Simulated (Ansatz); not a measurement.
Task: a rigid torsion scan of CH₆O₂Si, SMILES C[SiH](O)O, with Ansatz 0.2.0 through its Python package. Give the script and its output. Level of theory (for the species named): PBE0, 6-31G* basis, multiplicity 1.

```xyz
10

C    -1.2254    0.1942   -0.0609
Si    0.5421   -0.0600    0.0453
O     0.9019   -1.2616    1.0957
O     1.3154   -0.3832   -1.4200
H    -1.7939   -0.6562   -0.4594
H    -1.6973    0.5088    0.9026
H    -1.4687    1.0665   -0.7525
H     1.2201    1.1942    0.5415
H     0.8992   -1.0168    2.0922
H     1.3897    0.3629   -1.9815
```

Script `ch6o2si_torsion.py`:
```python
"""Rigid torsion scan of CH6O2Si."""

import ansatz as az
from ase import Atoms


def main() -> None:
    atoms = Atoms(["C", "Si", "O", "O", "H", "H", "H", "H", "H", "H"], positions=[
        (-1.2254, 0.1942, -0.0609),
        (0.5421, -0.06, 0.0453),
        (0.9019, -1.2616, 1.0957),
        (1.3154, -0.3832, -1.42),
        (-1.7939, -0.6562, -0.4594),
        (-1.6973, 0.5088, 0.9026),
        (-1.4687, 1.0665, -0.7525),
        (1.2201, 1.1942, 0.5415),
        (0.8992, -1.0168, 2.0922),
        (1.3897, 0.3629, -1.9815),
    ])

    # relax first, so that the scan starts from a minimum
    first = (
        az.Crystal.molecule_from_ase(atoms).calculation()
        .basis(gaussian="6-31G*")
        .scf(lower_state_search="standard")
        .functional("pbe0")
        .relax(force_tolerance=0.02, max_steps=80)
    )
    atoms.positions = first.run().report["positions_ang"]

    start = atoms.get_dihedral(0, 1, 2, 8)
    energies = {}
    for turn in range(0, 360, 30):
        turned = atoms.copy()
        turned.set_dihedral(0, 1, 2, 8, start + turn, indices=[2, 8])
        model = (
            az.Crystal.molecule_from_ase(turned).calculation()
            .basis(gaussian="6-31G*")
            .correlation("MP2")
            .scf(lower_state_search="standard")
        )
        energies[round((start + turn) % 360)] = model.run().report["free_energy_ev"]
    floor = min(energies.values())
    print("dihedral C0-Si1-O2-H8 (deg)   E - E(min) (kJ/mol)")
    for angle, e in sorted(energies.items()):
        print(f"{angle:8d} {96.485332 * (e - floor):14.3f}  " + "#" * int(30 * (e - floor) / max(max(energies.values()) - floor, 1e-9)))


if __name__ == "__main__":
    main()
```

```console
$ python ch6o2si_torsion.py
dihedral C0-Si1-O2-H8 (deg)   E - E(min) (kJ/mol)
       5         11.952  ####################
      35         13.845  #######################
      65         17.272  #############################
      95         17.455  ##############################
     125         11.472  ###################
     155          3.394  #####
     185          0.000
     215          3.615  ######
     245         10.715  ##################
     275         15.361  ##########################
     305         15.267  ##########################
     335         12.979  ######################
```

Caveats:
- These settings explore the input space; basis and method may be short of convergence.
- The scan is rigid and the energies are electronic, in a modest basis. With rigid groups the curve can differ much from the relaxed path, the start wasn't checked as a minimum of this torsion, and equivalent turns needn't return to the same energy.
- The start is relaxed with a density functional and scanned with the wavefunction method, so it isn't exactly that method's minimum.
- The whole script took 45 s on 1 thread of Intel(R) Xeon(R) Processor @ 2.30GHz (shared host), peak memory 0.26 GiB.
